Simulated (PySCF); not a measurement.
# CH5BBrN: core binding energies at several levels of theory, part 2 of 2

PySCF 2.14.0. Atoms count from 0.

## Step 7: X-ray photoelectron lines: SCAN, X2C

The job: settings as JSON, then the geometry in Å.

```
{"job": {"kind": "xps", "basis": "pcX-1"}, "charge": 0, "multiplicity": 1}
C     -1.116841    -0.240080     0.363480
B      0.237975     0.424683    -0.061428
N      1.363760    -0.280685    -0.469826
Br     0.384396     2.370800    -0.026353
H     -1.095673    -1.339414     0.307713
H     -1.379987     0.050738     1.393096
H     -1.936118     0.123773    -0.277297
H      2.229463     0.166968    -0.740496
H      1.378523    -1.291288    -0.515546
```

Method: delta-SCF UKS SCAN, pcX-1 on the ionised atom, pcseg-1 elsewhere, spin-free X2C.

What it wrote:

```text
ground state, core basis on atom 0 (C), 104 functions
  cycle   1  E = -2719.35760555  |g| = 5.09e-01
  cycle   2  E = -2719.31780906  |g| = 6.51e-01
  cycle   3  E = -2719.41792227  |g| = 9.12e-02
  cycle   4  E = -2719.42025327  |g| = 2.50e-02
  cycle   5  E = -2719.42037660  |g| = 8.85e-03
  cycle   6  E = -2719.42039356  |g| = 2.00e-03
  cycle   7  E = -2719.42040186  |g| = 1.14e-03
  cycle   8  E = -2719.42040184  |g| = 1.88e-04
  E(ground) = -2719.57222889 Eh
hole in C 1s of atom 0
  cycle   1  E = -2708.20061080  |g| = 1.50e+00
  cycle   2  E = -2707.69393850  |g| = 1.67e+00
  cycle   3  E = -2708.69815910  |g| = 3.47e-01
  cycle   4  E = -2708.72918756  |g| = 2.11e-01
  cycle   5  E = -2708.75214031  |g| = 4.25e-02
  cycle   6  E = -2708.75282975  |g| = 1.95e-02
  cycle   7  E = -2708.75304601  |g| = 4.44e-03
  cycle   8  E = -2708.75306004  |g| = 1.46e-03
  cycle   9  E = -2708.75306317  |g| = 5.22e-04
  cycle  10  E = -2708.75306205  |g| = 1.69e-04
  E(ion) = -2708.90302907 Eh   <S^2> = 0.7659   hole on atom = 1.000   binding energy = 290.324 eV
ground state, core basis on atom 1 (B), 104 functions
  cycle   1  E = -2719.41716106  |g| = 3.65e-02
  cycle   2  E = -2719.41692590  |g| = 4.17e-02
  cycle   3  E = -2719.41739890  |g| = 7.02e-03
  cycle   4  E = -2719.41740787  |g| = 3.89e-03
  cycle   5  E = -2719.41741066  |g| = 4.06e-04
  E(ground) = -2719.57079396 Eh
hole in B 1s of atom 1
  cycle   1  E = -2711.77786229  |g| = 1.18e+00
  cycle   2  E = -2710.13264100  |g| = 1.97e+00
  cycle   3  E = -2712.02398100  |g| = 4.82e-01
  cycle   4  E = -2712.12296137  |g| = 3.37e-01
  cycle   5  E = -2712.17793436  |g| = 1.48e-01
  cycle   6  E = -2712.18827996  |g| = 2.55e-02
  cycle   7  E = -2712.18874476  |g| = 1.39e-02
  cycle   8  E = -2712.18892302  |g| = 7.04e-03
  cycle   9  E = -2712.18903231  |g| = 4.01e-03
  cycle  10  E = -2712.18908350  |g| = 1.43e-03
  cycle  11  E = -2712.18908696  |g| = 3.50e-04
  E(ion) = -2712.34056189 Eh   <S^2> = 0.8168   hole on atom = 1.000   binding energy = 196.745 eV
ground state, core basis on atom 2 (N), 104 functions
  cycle   1  E = -2719.42103679  |g| = 3.73e-02
  cycle   2  E = -2719.42047942  |g| = 6.06e-02
  cycle   3  E = -2719.42127887  |g| = 4.05e-03
  cycle   4  E = -2719.42128065  |g| = 1.29e-03
  cycle   5  E = -2719.42128516  |g| = 2.65e-04
  E(ground) = -2719.57072631 Eh
hole in N 1s of atom 2
  cycle   1  E = -2703.82852225  |g| = 1.85e+00
  cycle   2  E = -2703.06147751  |g| = 2.07e+00
  cycle   3  E = -2704.41217743  |g| = 4.48e-01
  cycle   4  E = -2704.45598676  |g| = 3.11e-01
  cycle   5  E = -2704.51686268  |g| = 5.91e-02
  cycle   6  E = -2704.51876736  |g| = 1.81e-02
  cycle   7  E = -2704.51894346  |g| = 5.13e-03
  cycle   8  E = -2704.51895775  |g| = 1.70e-03
  cycle   9  E = -2704.51895918  |g| = 5.57e-04
  cycle  10  E = -2704.51896153  |g| = 1.12e-04
  E(ion) = -2704.66693090 Eh   <S^2> = 0.7632   hole on atom = 1.000   binding energy = 405.553 eV
```

It took 14 s on 1 thread of Arm Neoverse V1, shared host; peak memory 0.41 GiB.

Binding energies by hole, beside the orbital energy of the ground state; the difference holds orbital relaxation and, for a density functional, its self-interaction error:

```csv
hole,stands for,environment,ΔSCF (eV),−ε (eV),⟨S²⟩
C1s on C0,C0,methyl carbon bonded to B,290.32,272.9,0.766
B1s on B1,B1,"boron bonded to C, Br, N",196.74,180.9,0.817
N1s on N2,N2,"nitrogen bonded to B, 2 H",405.55,386.1,0.763
```

## Step 8: Core-electron binding energies: SCAN, X2C

The job, as its differences from that of step 7:

```diff
@@ -1,2 +1,2 @@
-{"job": {"kind": "xps", "basis": "pcX-1"}, "charge": 0, "multiplicity": 1}
+{"job": {"kind": "xps", "basis": "def2-TZVP"}, "charge": 0, "multiplicity": 1}
 C     -1.116841    -0.240080     0.363480
```

Level: delta-SCF UKS SCAN, def2-TZVP on the ionised atom, pcseg-1 elsewhere, spin-free X2C.

What it wrote:

```text
ground state, core basis on atom 0 (C), 111 functions
  cycle   1  E = -2719.37251455  |g| = 5.18e-01
  cycle   2  E = -2719.33026480  |g| = 6.64e-01
  cycle   3  E = -2719.43536511  |g| = 8.96e-02
  cycle   4  E = -2719.43765229  |g| = 2.41e-02
  cycle   5  E = -2719.43776699  |g| = 9.17e-03
  cycle   6  E = -2719.43778412  |g| = 2.15e-03
  cycle   7  E = -2719.43778912  |g| = 1.29e-03
  cycle   8  E = -2719.43778834  |g| = 2.26e-04
  E(ground) = -2719.58997660 Eh
hole in C 1s of atom 0
  cycle   1  E = -2708.21648478  |g| = 1.46e+00
  cycle   2  E = -2707.73466693  |g| = 1.54e+00
  cycle   3  E = -2708.68253783  |g| = 3.89e-01
  cycle   4  E = -2708.73073839  |g| = 2.20e-01
  cycle   5  E = -2708.75556929  |g| = 3.51e-02
  cycle   6  E = -2708.75600990  |g| = 1.94e-02
  cycle   7  E = -2708.75622805  |g| = 4.47e-03
  cycle   8  E = -2708.75624555  |g| = 1.47e-03
  cycle   9  E = -2708.75624716  |g| = 5.18e-04
  cycle  10  E = -2708.75624682  |g| = 1.93e-04
  E(ion) = -2708.90627960 Eh   <S^2> = 0.7648   hole on atom = 1.000   binding energy = 290.718 eV
ground state, core basis on atom 1 (B), 111 functions
  cycle   1  E = -2719.43531729  |g| = 3.59e-02
  cycle   2  E = -2719.43489259  |g| = 4.98e-02
  cycle   3  E = -2719.43562080  |g| = 5.06e-03
  cycle   4  E = -2719.43562614  |g| = 1.98e-03
  cycle   5  E = -2719.43562277  |g| = 4.83e-04
  E(ground) = -2719.58903961 Eh
hole in B 1s of atom 1
  cycle   1  E = -2711.79560792  |g| = 1.15e+00
  cycle   2  E = -2710.25205613  |g| = 1.85e+00
  cycle   3  E = -2712.01939027  |g| = 5.00e-01
  cycle   4  E = -2712.15357060  |g| = 2.69e-01
  cycle   5  E = -2712.18241273  |g| = 1.59e-01
  cycle   6  E = -2712.19481813  |g| = 2.40e-02
  cycle   7  E = -2712.19523434  |g| = 1.20e-02
  cycle   8  E = -2712.19539616  |g| = 6.54e-03
  cycle   9  E = -2712.19551886  |g| = 4.14e-03
  cycle  10  E = -2712.19558044  |g| = 1.52e-03
  cycle  11  E = -2712.19558666  |g| = 4.16e-04
  E(ion) = -2712.34775898 Eh   <S^2> = 0.8093   hole on atom = 1.000   binding energy = 197.045 eV
ground state, core basis on atom 2 (N), 111 functions
  cycle   1  E = -2719.45058802  |g| = 1.47e-02
  cycle   2  E = -2719.45054203  |g| = 1.75e-02
  cycle   3  E = -2719.45062943  |g| = 3.68e-03
  cycle   4  E = -2719.45063277  |g| = 1.54e-03
  cycle   5  E = -2719.45063027  |g| = 1.39e-04
  E(ground) = -2719.60061386 Eh
hole in N 1s of atom 2
  cycle   1  E = -2703.85590757  |g| = 1.80e+00
  cycle   2  E = -2703.11023707  |g| = 1.91e+00
  cycle   3  E = -2704.40123020  |g| = 4.89e-01
  cycle   4  E = -2704.47404437  |g| = 3.00e-01
  cycle   5  E = -2704.52961240  |g| = 6.25e-02
  cycle   6  E = -2704.53168975  |g| = 1.73e-02
  cycle   7  E = -2704.53184469  |g| = 5.19e-03
  cycle   8  E = -2704.53186186  |g| = 1.77e-03
  cycle   9  E = -2704.53185871  |g| = 5.72e-04
  cycle  10  E = -2704.53186404  |g| = 1.21e-04
  E(ion) = -2704.67993550 Eh   <S^2> = 0.7626   hole on atom = 1.000   binding energy = 406.012 eV
```

It took 17 s on 1 thread of Arm Neoverse V1, shared host; peak memory 0.41 GiB.

Binding energies by hole, beside the orbital energy of the ground state; the difference holds orbital relaxation and, for a density functional, its self-interaction error:

```csv
hole,stands for,environment,ΔSCF (eV),−ε (eV),⟨S²⟩
C1s on C0,C0,methyl carbon bonded to B,290.72,273.0,0.765
B1s on B1,B1,"boron bonded to C, Br, N",197.05,181.0,0.809
N1s on N2,N2,"nitrogen bonded to B, 2 H",406.01,386.2,0.763
```

## Step 9: X-ray photoelectron lines: SCAN, non-relativistic

The job, as its differences from that of step 8:

```diff
@@ -1,2 +1,2 @@
-{"job": {"kind": "xps", "basis": "def2-TZVP"}, "charge": 0, "multiplicity": 1}
+{"job": {"kind": "xps", "x2c": false}, "charge": 0, "multiplicity": 1}
 C     -1.116841    -0.240080     0.363480
```

With the program's defaults for keys left out, this is: delta-SCF UKS SCAN, pcX-2 on the ionised atom, pcseg-1 elsewhere, non-relativistic.

What it wrote:

```text
ground state, core basis on atom 0 (C), 125 functions
  cycle   1  E = -2694.52701504  |g| = 5.14e-01
  cycle   2  E = -2694.47666768  |g| = 6.80e-01
  cycle   3  E = -2694.58721943  |g| = 8.51e-02
  cycle   4  E = -2694.58919221  |g| = 3.29e-02
  cycle   5  E = -2694.58942405  |g| = 8.91e-03
  cycle   6  E = -2694.58944251  |g| = 2.72e-03
  cycle   7  E = -2694.58944072  |g| = 1.39e-03
  cycle   8  E = -2694.58944254  |g| = 2.37e-04
  E(ground) = -2694.73925230 Eh
hole in C 1s of atom 0
  cycle   1  E = -2683.37022161  |g| = 1.50e+00
  cycle   2  E = -2682.84532449  |g| = 1.70e+00
  cycle   3  E = -2683.87199312  |g| = 3.44e-01
  cycle   4  E = -2683.90043652  |g| = 2.20e-01
  cycle   5  E = -2683.92504900  |g| = 4.41e-02
  cycle   6  E = -2683.92571444  |g| = 1.98e-02
  cycle   7  E = -2683.92590774  |g| = 7.43e-03
  cycle   8  E = -2683.92594271  |g| = 1.70e-03
  cycle   9  E = -2683.92594415  |g| = 6.25e-04
  cycle  10  E = -2683.92594523  |g| = 2.08e-04
  E(ion) = -2684.07403452 Eh   <S^2> = 0.7663   hole on atom = 1.000   binding energy = 290.215 eV
ground state, core basis on atom 1 (B), 125 functions
  cycle   1  E = -2694.58564965  |g| = 4.42e-02
  cycle   2  E = -2694.58530821  |g| = 4.58e-02
  cycle   3  E = -2694.58587034  |g| = 1.28e-02
  cycle   4  E = -2694.58591871  |g| = 2.61e-03
  cycle   5  E = -2694.58591962  |g| = 7.53e-04
  cycle   6  E = -2694.58591805  |g| = 1.30e-04
  E(ground) = -2694.73761974 Eh
hole in B 1s of atom 1
  cycle   1  E = -2686.94565023  |g| = 1.18e+00
  cycle   2  E = -2685.28791294  |g| = 2.01e+00
  cycle   3  E = -2687.20675991  |g| = 4.69e-01
  cycle   4  E = -2687.29304680  |g| = 3.37e-01
  cycle   5  E = -2687.34901871  |g| = 1.45e-01
  cycle   6  E = -2687.35882696  |g| = 2.66e-02
  cycle   7  E = -2687.35929406  |g| = 1.34e-02
  cycle   8  E = -2687.35946213  |g| = 6.90e-03
  cycle   9  E = -2687.35955813  |g| = 4.34e-03
  cycle  10  E = -2687.35961743  |g| = 1.78e-03
  cycle  11  E = -2687.35962315  |g| = 5.07e-04
  cycle  12  E = -2687.35962390  |g| = 2.21e-04
  E(ion) = -2687.50940035 Eh   <S^2> = 0.8161   hole on atom = 1.000   binding energy = 196.690 eV
ground state, core basis on atom 2 (N), 125 functions
  cycle   1  E = -2694.60311318  |g| = 4.56e-02
  cycle   2  E = -2694.60306022  |g| = 1.93e-02
  cycle   3  E = -2694.60305329  |g| = 2.01e-02
  cycle   4  E = -2694.60316968  |g| = 2.02e-03
  cycle   5  E = -2694.60316854  |g| = 3.28e-04
  E(ground) = -2694.75073864 Eh
hole in N 1s of atom 2
  cycle   1  E = -2679.01307667  |g| = 1.86e+00
  cycle   2  E = -2678.22930178  |g| = 2.10e+00
  cycle   3  E = -2679.60540152  |g| = 4.42e-01
  cycle   4  E = -2679.64325169  |g| = 3.21e-01
  cycle   5  E = -2679.70748608  |g| = 5.95e-02
  cycle   6  E = -2679.70937044  |g| = 1.87e-02
  cycle   7  E = -2679.70955472  |g| = 5.49e-03
  cycle   8  E = -2679.70957055  |g| = 1.86e-03
  cycle   9  E = -2679.70957187  |g| = 6.09e-04
  cycle  10  E = -2679.70957012  |g| = 1.27e-04
  E(ion) = -2679.85550917 Eh   <S^2> = 0.7636   hole on atom = 1.000   binding energy = 405.320 eV
```

Wall time 17 s (1 thread of Arm Neoverse V1, shared host); peak memory 0.41 GiB.

The holes in one table. −ε is the ground-state orbital energy:

```csv
hole,stands for,environment,ΔSCF (eV),−ε (eV),⟨S²⟩
C1s on C0,C0,methyl carbon bonded to B,290.22,273.0,0.766
B1s on B1,B1,"boron bonded to C, Br, N",196.69,181.0,0.816
N1s on N2,N2,"nitrogen bonded to B, 2 H",405.32,386.1,0.764
```

## Step 10: Outcome

The summary covers parts 1 to 2.

```
                                          quantity         value
                  C1s binding energies, SCAN/pcX-2  C0 290.32 eV
                  B1s binding energies, SCAN/pcX-2  B1 196.74 eV
                  N1s binding energies, SCAN/pcX-2  N2 405.53 eV
                 C1s binding energies, B3LYP/pcX-2  C0 290.38 eV
                 B1s binding energies, B3LYP/pcX-2  B1 196.98 eV
                 N1s binding energies, B3LYP/pcX-2  N2 405.44 eV
                  C1s binding energies, PBE0/pcX-2  C0 289.85 eV
                  B1s binding energies, PBE0/pcX-2  B1 196.38 eV
                  N1s binding energies, PBE0/pcX-2  N2 404.97 eV
                   C1s binding energies, PBE/pcX-2  C0 289.44 eV
                   B1s binding energies, PBE/pcX-2  B1 195.79 eV
                   N1s binding energies, PBE/pcX-2  N2 404.60 eV
                    C1s binding energies, HF/pcX-2  C0 290.25 eV
                    N1s binding energies, HF/pcX-2  N2 405.18 eV
                  C1s binding energies, SCAN/pcX-1  C0 290.32 eV
                  B1s binding energies, SCAN/pcX-1  B1 196.74 eV
                  N1s binding energies, SCAN/pcX-1  N2 405.55 eV
              C1s binding energies, SCAN/def2-TZVP  C0 290.72 eV
              B1s binding energies, SCAN/def2-TZVP  B1 197.05 eV
              N1s binding energies, SCAN/def2-TZVP  N2 406.01 eV
C1s binding energies, SCAN/pcX-2, non-relativistic  C0 290.22 eV
B1s binding energies, SCAN/pcX-2, non-relativistic  B1 196.69 eV
N1s binding energies, SCAN/pcX-2, non-relativistic  N2 405.32 eV
```

**Reading.** Single values in the summary come from the first sound run of each kind (SCAN/pcX-2), which need not be the best level.
